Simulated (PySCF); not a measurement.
# TiH4S4 (-2): ligand-field states, part 1 of 2

Wanted: ligand-field states for TiH4S4 (-2).

Programs: PySCF 2.14.0, with routines of our own; each step states its level. All values are computed. Atoms count from 0.

### Step 1. The starting structure

9 atoms, charge -2, states of the metal's open shell are computed; geometry from: model geometry, bond lengths from ionic radii.

### Step 2. Ligand-field states: state-averaged CASSCF in water

What the job is given:

```
{"job": {"kind": "lf", "basis": {"metal": "x2c-TZVPall", "ligand": "x2c-SVPall"}, "nevpt": true, "solvent": "water"}, "charge": -2, "metal": "Ti", "open_shell": "d2"}
Ti     0.000000     0.000000     0.000000
S      1.431828     1.431828     1.431829
H      0.642785     2.509547     1.576167
S     -1.431828    -1.431828     1.431829
H     -0.642785    -2.509547     1.576167
S     -1.431828     1.431828    -1.431829
H     -2.509547     0.642785    -1.576167
S      1.431828    -1.431828    -1.431829
H      2.509547    -0.642785    -1.576167
```

With the program's defaults for keys left out, this is: state-averaged CASSCF of the metal d shell, SC-NEVPT2 on the averaged canonical orbitals, state-interaction spin-orbit coupling.

Run with:

```bash
$ OMP_NUM_THREADS=1 python lf_run.py task.json out
```

One launch serves the whole session: the jobs run in the order shown.

The program printed:

```text
basis functions 140, electrons 92, active (2e, 5o)
stage 1: DIIS on the effective Fock matrix, level shift 0.30
cycle   1  E = -2448.6340560269  dE = -2.449e+03  max|g| = 6.920e-01
cycle   2  E = -2449.1211822374  dE = -4.871e-01  max|g| = 3.947e-01
cycle   3  E = -2449.2960564237  dE = -1.749e-01  max|g| = 1.743e-01
cycle   4  E = -2449.3444624862  dE = -4.841e-02  max|g| = 4.752e-02
cycle   5  E = -2449.3572942821  dE = -1.283e-02  max|g| = 3.022e-02
cycle   6  E = -2449.3608348621  dE = -3.541e-03  max|g| = 1.990e-02
cycle   7  E = -2449.3615952013  dE = -7.603e-04  max|g| = 1.317e-02
cycle   8  E = -2449.3618015505  dE = -2.063e-04  max|g| = 8.563e-03
cycle   9  E = -2449.3618685632  dE = -6.701e-05  max|g| = 5.486e-03
cycle  10  E = -2449.3619019064  dE = -3.334e-05  max|g| = 3.873e-03
cycle  11  E = -2449.3619172080  dE = -1.530e-05  max|g| = 2.498e-03
cycle  12  E = -2449.3619216737  dE = -4.466e-06  max|g| = 1.601e-03
cycle  13  E = -2449.3619234748  dE = -1.801e-06  max|g| = 1.214e-03
cycle  14  E = -2449.3619244101  dE = -9.353e-07  max|g| = 8.454e-04
cycle  15  E = -2449.3619248754  dE = -4.653e-07  max|g| = 6.117e-04
cycle  16  E = -2449.3619250968  dE = -2.214e-07  max|g| = 3.854e-04
cycle  17  E = -2449.3619251873  dE = -9.045e-08  max|g| = 2.698e-04
cycle  18  E = -2449.3619252235  dE = -3.619e-08  max|g| = 1.722e-04
cycle  19  E = -2449.3619252416  dE = -1.809e-08  max|g| = 1.250e-04
cycle  20  E = -2449.3619252513  dE = -9.677e-09  max|g| = 9.033e-05
cycle  21  E = -2449.3619252557  dE = -4.462e-09  max|g| = 6.015e-05
cycle  22  E = -2449.3619252581  dE = -2.367e-09  max|g| = 4.346e-05
cycle  23  E = -2449.3619252593  dE = -1.241e-09  max|g| = 3.372e-05
cycle  24  E = -2449.3619252600  dE = -7.140e-10  max|g| = 2.486e-05
cycle  25  E = -2449.3619252605  dE = -4.238e-10  max|g| = 2.012e-05
cycle  26  E = -2449.3619252607  dE = -2.146e-10  max|g| = 1.398e-05
cycle  27  E = -2449.3619252608  dE = -1.173e-10  max|g| = 1.026e-05
cycle  28  E = -2449.3619252609  dE = -6.003e-11  max|g| = 8.044e-06
converged average energy = -2449.3619252609

 mult deg   label        CASSCF/cm-1   NEVPT2/cm-1
   3   1   3B                  0.0           0.0
   3   2   3E               2688.2        2017.0
   3   1   3A               6354.9        5859.4
   1   1   1A               9782.2        7086.7
   3   1   3B               6724.3        7423.1
   3   2   3E               7666.8        7669.1
   1   1   1B              10835.0        8706.2
   1   2   1E              13272.4       10696.8
   3   1   3A              15198.9       12480.3
   3   2   3E              16406.0       13976.5
   1   1   1B              16660.2       14897.7
   1   1   1A              17803.1       15532.0
   1   1   1B              18970.8       16475.7
   1   2   1E              18881.7       16767.2
   1   1   1A              18752.5       16846.8
   1   1   1A              21009.2       19059.8
   1   1   1B              21675.1       19402.1
   1   2   1E              22112.1       19964.2
   1   1   1A              41551.7       33479.9

spin-orbit levels / cm-1
      0.00  x1  3B 0.99
      3.64  x2  3B 1.00
   1979.18  x1  3E 1.00
   1990.27  x1  3E 0.99
   2031.18  x2  3E 1.00
   2066.48  x1  3E 1.00
   2072.37  x1  3E 1.00
   5858.49  x1  3A 0.99
   5868.09  x2  3A 1.00
   7103.69  x1  1A 0.99
   7355.84  x1  3B 0.79 3E 0.20
   7402.70  x2  3B 0.90 3E 0.10
   7643.72  x1  3E 1.00
   7706.39  x1  3E 0.79 3B 0.21
   7714.65  x2  3E 0.89 3B 0.10
   7719.53  x1  3E 1.00
   7727.99  x1  3E 0.99
   8731.36  x1  1B 0.99
  10704.95  x2  1E 1.00
  12489.12  x1  3A 1.00
  12493.41  x2  3A 1.00
  13943.04  x1  3E 1.00
  13944.58  x1  3E 1.00
  13992.32  x2  3E 1.00
  14006.56  x1  3E 0.97
  14034.66  x1  3E 1.00
  14936.62  x1  1B 0.97
  15544.68  x1  1A 1.00
  16489.38  x1  1B 1.00
  16780.05  x2  1E 1.00
```

It took 18 s on 1 thread of Arm Neoverse N1, shared host; peak memory 0.37 GiB.

In short:

```tsv
quantity	value
spin-orbit constant ζ	100 cm⁻¹
```

Powder susceptibility:

```tsv
T (K)	χT (cm³ K/mol)	μ(eff)
2	0.573	2.14
5	0.802	2.53
10	0.854	2.61
20	0.874	2.64
30	0.883	2.66
50	0.896	2.68
75	0.912	2.70
100	0.927	2.72
150	0.957	2.77
200	0.987	2.81
250	1.016	2.85
300	1.046	2.89
```

### Step 3. Ligand-field states: state-averaged CASSCF (bond length × 0.92) in water

What the job is given:

```
{"job": {"kind": "lf", "basis": {"metal": "x2c-TZVPall", "ligand": "x2c-SVPall"}, "nevpt": true, "solvent": "water", "reuse": true}, "charge": -2, "metal": "Ti", "open_shell": "d2"}
Ti     0.000000     0.000000     0.000000
S      1.317282     1.317282     1.317283
H      0.528239     2.395001     1.461620
S     -1.317282    -1.317282     1.317283
H     -0.528239    -2.395001     1.461620
S     -1.317282     1.317282    -1.317283
H     -2.395001     0.528239    -1.461620
S      1.317282    -1.317282    -1.317283
H      2.395001    -0.528239    -1.461620
```

With the program's defaults for keys left out, this is: state-averaged CASSCF of the metal d shell, SC-NEVPT2 on the averaged canonical orbitals, state-interaction spin-orbit coupling.

The program printed:

```text
basis functions 140, electrons 92, active (2e, 5o)
start from the orbitals of the previous structure
stage 1: DIIS on the effective Fock matrix, level shift 0.30
cycle   1  E = -2446.6897538538  dE = -2.447e+03  max|g| = 3.348e+00
cycle   2  E = -2449.1337703881  dE = -2.444e+00  max|g| = 4.024e-01
cycle   3  E = -2449.2580560966  dE = -1.243e-01  max|g| = 1.096e-01
cycle   4  E = -2449.2796638887  dE = -2.161e-02  max|g| = 4.651e-02
cycle   5  E = -2449.2857346491  dE = -6.071e-03  max|g| = 2.758e-02
cycle   6  E = -2449.2873522641  dE = -1.618e-03  max|g| = 1.549e-02
cycle   7  E = -2449.2878411939  dE = -4.889e-04  max|g| = 1.050e-02
cycle   8  E = -2449.2880305884  dE = -1.894e-04  max|g| = 6.710e-03
cycle   9  E = -2449.2880936305  dE = -6.304e-05  max|g| = 4.285e-03
cycle  10  E = -2449.2881134359  dE = -1.981e-05  max|g| = 2.684e-03
cycle  11  E = -2449.2881198596  dE = -6.424e-06  max|g| = 1.640e-03
cycle  12  E = -2449.2881220508  dE = -2.191e-06  max|g| = 9.920e-04
cycle  13  E = -2449.2881228872  dE = -8.363e-07  max|g| = 5.989e-04
cycle  14  E = -2449.2881231633  dE = -2.761e-07  max|g| = 3.686e-04
cycle  15  E = -2449.2881232539  dE = -9.059e-08  max|g| = 2.219e-04
cycle  16  E = -2449.2881232852  dE = -3.131e-08  max|g| = 1.314e-04
cycle  17  E = -2449.2881232967  dE = -1.150e-08  max|g| = 7.709e-05
cycle  18  E = -2449.2881233004  dE = -3.754e-09  max|g| = 4.436e-05
cycle  19  E = -2449.2881233016  dE = -1.139e-09  max|g| = 2.558e-05
cycle  20  E = -2449.2881233020  dE = -3.843e-10  max|g| = 1.464e-05
cycle  21  E = -2449.2881233021  dE = -1.214e-10  max|g| = 8.288e-06
converged average energy = -2449.2881233021

 mult deg   label        CASSCF/cm-1   NEVPT2/cm-1
   3   1   3B                  0.0           0.0
   3   2   3E               2981.4        1581.1
   1   1   1A               7416.8        3853.9
   3   1   3A               8459.0        7261.6
   1   1   1B              10122.1        7889.2
   1   2   1E              12724.3        9319.7
   3   2   3E              10581.8       10222.6
   3   1   3B              10202.6       11271.1
   3   1   3A              15510.3       12492.5
   1   1   1A              17725.6       15203.7
   3   2   3E              17557.2       15213.4
   1   1   1B              18855.7       15915.8
   1   1   1B              19226.4       16744.6
   1   2   1E              19396.5       17178.6
   1   1   1A              19912.4       18046.4
   1   1   1A              22628.8       20350.2
   1   1   1B              23250.8       20708.7
   1   2   1E              24315.0       21751.3
   1   1   1A              41139.4       33140.3

spin-orbit levels / cm-1
      0.00  x1  3B 0.99
      4.37  x2  3B 1.00
   1555.88  x1  3E 1.00
   1567.73  x1  3E 0.99
   1596.77  x2  3E 1.00
   1620.61  x1  3E 1.00
   1626.01  x1  3E 1.00
   3865.24  x1  1A 1.00
   7271.37  x2  3A 1.00
   7273.36  x1  3A 1.00
   7894.65  x1  1B 1.00
   9325.64  x2  1E 0.99
  10204.14  x1  3E 0.99
  10211.35  x1  3E 1.00
  10234.69  x2  3E 0.99
  10257.19  x1  3E 1.00
  10259.32  x1  3E 1.00
  11287.82  x2  3B 0.99
  11294.30  x1  3B 0.99
  12503.03  x1  3A 1.00
  12503.97  x2  3A 1.00
  15165.45  x1  3E 0.64 1A 0.36
  15192.45  x1  3E 1.00
  15227.22  x2  3E 1.00
  15240.51  x1  3E 0.98
  15243.79  x1  1A 0.64 3E 0.36
  15256.88  x1  3E 1.00
  15939.11  x1  1B 0.98
  16765.84  x1  1B 0.99
  17191.53  x2  1E 1.00
```

Wall time 13 s (1 thread of Arm Neoverse N1, shared host); peak memory 0.37 GiB.

Key values:

```tsv
quantity	value
spin-orbit constant ζ	87 cm⁻¹
```

Powder susceptibility:

```tsv
T (K)	χT (cm³ K/mol)	μ(eff)
2	0.501	2.00
20	0.874	2.64
100	0.928	2.73
300	1.044	2.89
```

### Step 4. Ligand-field states: state-averaged CASSCF (bond length × 0.96) in water

What the job is given:

```
{"job": {"kind": "lf", "basis": {"metal": "x2c-TZVPall", "ligand": "x2c-SVPall"}, "nevpt": true, "solvent": "water", "reuse": true}, "charge": -2, "metal": "Ti", "open_shell": "d2"}
Ti     0.000000     0.000000     0.000000
S      1.374555     1.374555     1.374556
H      0.585512     2.452274     1.518893
S     -1.374555    -1.374555     1.374556
H     -0.585512    -2.452274     1.518893
S     -1.374555     1.374555    -1.374556
H     -2.452274     0.585512    -1.518893
S      1.374555    -1.374555    -1.374556
H      2.452274    -0.585512    -1.518893
```

Level: state-averaged CASSCF of the metal d shell, SC-NEVPT2 on the averaged canonical orbitals, state-interaction spin-orbit coupling.

The program printed:

```text
basis functions 140, electrons 92, active (2e, 5o)
start from the orbitals of the previous structure
stage 1: DIIS on the effective Fock matrix, level shift 0.30
cycle   1  E = -2448.4870720556  dE = -2.448e+03  max|g| = 2.340e+00
cycle   2  E = -2449.2908471604  dE = -8.038e-01  max|g| = 2.532e-01
cycle   3  E = -2449.3281882612  dE = -3.734e-02  max|g| = 5.110e-02
cycle   4  E = -2449.3332236637  dE = -5.035e-03  max|g| = 2.002e-02
cycle   5  E = -2449.3341979169  dE = -9.743e-04  max|g| = 1.175e-02
cycle   6  E = -2449.3345655345  dE = -3.676e-04  max|g| = 8.504e-03
cycle   7  E = -2449.3347092254  dE = -1.437e-04  max|g| = 5.659e-03
cycle   8  E = -2449.3347566789  dE = -4.745e-05  max|g| = 3.730e-03
cycle   9  E = -2449.3347719495  dE = -1.527e-05  max|g| = 2.379e-03
cycle  10  E = -2449.3347770792  dE = -5.130e-06  max|g| = 1.490e-03
cycle  11  E = -2449.3347789210  dE = -1.842e-06  max|g| = 9.058e-04
cycle  12  E = -2449.3347795432  dE = -6.222e-07  max|g| = 5.516e-04
cycle  13  E = -2449.3347797522  dE = -2.091e-07  max|g| = 3.388e-04
cycle  14  E = -2449.3347798312  dE = -7.898e-08  max|g| = 2.056e-04
cycle  15  E = -2449.3347798567  dE = -2.545e-08  max|g| = 1.227e-04
cycle  16  E = -2449.3347798643  dE = -7.632e-09  max|g| = 7.320e-05
cycle  17  E = -2449.3347798670  dE = -2.705e-09  max|g| = 4.331e-05
cycle  18  E = -2449.3347798681  dE = -1.109e-09  max|g| = 2.476e-05
cycle  19  E = -2449.3347798685  dE = -3.461e-10  max|g| = 1.432e-05
cycle  20  E = -2449.3347798686  dE = -1.191e-10  max|g| = 8.257e-06
converged average energy = -2449.3347798686

 mult deg   label        CASSCF/cm-1   NEVPT2/cm-1
   3   1   3B                  0.0           0.0
   3   2   3E               2887.1        1875.3
   1   1   1A               8821.0        5742.5
   3   1   3A               7347.5        6515.7
   1   1   1B              10543.7        8359.1
   3   2   3E               9032.6        8859.9
   3   1   3B               8277.8        9122.6
   1   2   1E              13115.1       10157.4
   3   1   3A              15369.2       12488.3
   3   2   3E              16921.6       14472.9
   1   2   1E              17792.9       15617.3
   1   1   1B              19010.0       16204.0
   1   2   1E              19134.6       16941.1
   1   1   1A              19272.2       17390.1
   1   1   1A              21762.0       19651.3
   1   1   1B              22401.7       19918.9
   1   2   1E              23119.1       20753.0
   1   1   1A              41344.4       33216.4

spin-orbit levels / cm-1
      0.00  x1  3B 0.99
      3.87  x2  3B 1.00
   1842.31  x1  3E 1.00
   1853.45  x1  3E 0.99
   1889.74  x2  3E 1.00
   1921.15  x1  3E 1.00
   1926.29  x1  3E 1.00
   5741.96  x1  1A 0.98
   6524.80  x2  3A 1.00
   6535.88  x1  3A 0.98
   8333.04  x1  1B 0.93 3E 0.05
   8827.67  x1  3E 0.85 3B 0.08 1B 0.06
   8840.84  x1  3E 1.00
   8843.27  x2  3E 0.91 3B 0.08
   8902.49  x1  3E 1.00
   8906.74  x1  3E 1.00
   9160.11  x2  3B 0.92 3E 0.08
   9182.23  x1  3B 0.89 3E 0.10
  10169.79  x2  1E 1.00
  12497.60  x1  3A 1.00
  12499.98  x2  3A 1.00
  14444.32  x1  3E 1.00
  14445.01  x1  3E 1.00
  14487.09  x2  3E 1.00
  14504.50  x1  3E 0.98
  14524.32  x1  3E 1.00
  15626.18  x1  1E 1.00
  15652.32  x1  1E 0.98
  16218.01  x1  1B 1.00
  16953.74  x2  1E 1.00
```

It took 12 s on 1 thread of Arm Neoverse N1, shared host; peak memory 0.38 GiB.

In short:

```tsv
quantity	value
spin-orbit constant ζ	94 cm⁻¹
```

Powder susceptibility:

```tsv
T (K)	χT (cm³ K/mol)	μ(eff)
2	0.553	2.10
20	0.878	2.65
100	0.930	2.73
300	1.044	2.89
```

(Continued in part 2 of 2.)
